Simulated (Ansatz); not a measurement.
**InAg3: stress in a strained cell**

InAg3 is deformed so: equal xx and yy strain of -2 %. What stress and forces result, by LAPW, PAW and all-electron datasets made for the crystal?

Program: Ansatz 0.2.0. Level of theory: DFT PBEsol, scalar-relativistic. These are calculated values, not measurements.

### 1 The system as given

It takes space group Pm-3m (No. 221, cubic). Conventional cell: a = 4.144 Å, b = 4.144 Å, c = 4.144 Å, α = 90.00°, β = 90.00°, γ = 90.00°. In (site symmetry m-3m) is surrounded by 12 Ag at 2.93 Å. Ag (site symmetry 4/mmm) has 4 In at 2.93 Å and 8 Ag at 2.93 Å in its first shell of neighbours.

Coordinates:

```cif
data_structure
_symmetry_space_group_name_H-M 'P 1'
_symmetry_Int_Tables_number 1
_cell_length_a 4.1440
_cell_length_b 4.1440
_cell_length_c 4.1440
_cell_angle_alpha 90.000
_cell_angle_beta 90.000
_cell_angle_gamma 90.000
_cell_volume 71.16
loop_
_atom_site_label
_atom_site_type_symbol
_atom_site_fract_x
_atom_site_fract_y
_atom_site_fract_z
_atom_site_occupancy
In1 In 0.00000 0.00000 0.00000 1
Ag1 Ag 0.00000 0.50000 0.50000 1
Ag2 Ag 0.50000 0.00000 0.50000 1
Ag3 Ag 0.50000 0.50000 0.00000 1
```

Atoms are numbered in the order of the input: In1, Ag2, Ag3, Ag4.

### 2 The deformed structure

Space group Pm-3m before, P4/mmm after.

### 3 Full-potential LAPW

Contents of input.yaml:

```yaml
crystal:
  lattice:
    - [4.06112, 0.0, 0.0]
    - [0.0, 4.06112, 0.0]
    - [0.0, 0.0, 4.144]
  atoms:
    - { symbol: In, position: [0.0, 0.0, 0.0] }
    - { symbol: Ag, position: [0.0, 0.5, 0.5] }
    - { symbol: Ag, position: [0.5, 0.0, 0.5] }
    - { symbol: Ag, position: [0.5, 0.5, 0.0] }
kpoints:
  mp_grid: { grid: [9, 9, 9] }
  band_path:
    path:
      - [0.0, 0.0, 0.0]
      - [0.0, 0.5, 0.0]
      - [0.5, 0.5, 0.0]
      - [0.0, 0.0, 0.0]
      - [0.0, 0.0, 0.5]
      - [0.0, 0.5, 0.5]
      - [0.5, 0.5, 0.5]
      - [0.0, 0.0, 0.5]
      - [0.0, 0.5, 0.0]
    npoints: 5
scf:
  occupations: { method: fermi_dirac, width: 0.05 }
hamiltonian:
  xc: pbesol
  pseudopotentials: { kind: all_electron, lapw: { basis_error: 0.0005 } }
output:
  forces: true
  stress: true
  eigenvalues: true
```

On the command line:

```sh
> ansatz run input.yaml --threads 1 --pin off --max-ram 4096MiB --backend cpu --events-out ev --progress --plain --runs-dir out
```

### 4 Frozen-core PAW

Contents of input.yaml:

```yaml
crystal:
  lattice:
    - [4.06112, 0.0, 0.0]
    - [0.0, 4.06112, 0.0]
    - [0.0, 0.0, 4.144]
  atoms:
    - { symbol: In, position: [0.0, 0.0, 0.0] }
    - { symbol: Ag, position: [0.0, 0.5, 0.5] }
    - { symbol: Ag, position: [0.5, 0.0, 0.5] }
    - { symbol: Ag, position: [0.5, 0.5, 0.0] }
kpoints:
  mp_grid: { grid: [9, 9, 9] }
scf:
  occupations: { method: fermi_dirac, width: 0.05 }
hamiltonian:
  xc: pbesol
  pseudopotentials: { kind: paw }
output:
  forces: true
  stress: true
  eigenvalues: true
  efg: { contact_densities: true }
```

### 5 Datasets made for this crystal

input.yaml: that of step 4 with these lines changed.

```diff
@@ -16,3 +16,3 @@
   xc: pbesol
-  pseudopotentials: { kind: paw }
+  pseudopotentials: { kind: all_electron, datasets: crystal }
 output:
```

(Steps that only read results are left out.)

Before running it: what results should come out? Wanted: pressure; largest shear or deviatoric stress.

The runs gave:

```
                                 quantity                                           value
                                 pressure  LAPW 4.28, PAW 4.29, crystal datasets 4.27 GPa
largest shear or deviatoric stress (LAPW)                                        0.06 GPa
```

**Reading.** The largest part of the stress beyond the pressure is 0.06 GPa in size, in the zz component; the atoms are carried along and not relaxed. No run of the undeformed cell stands beside it, so pressure and stress hold what the given cell had before the change, as far as its symmetry allows. PAW: stress within 0.02 GPa of LAPW. Crystal datasets: stress within 0.01 GPa of LAPW.
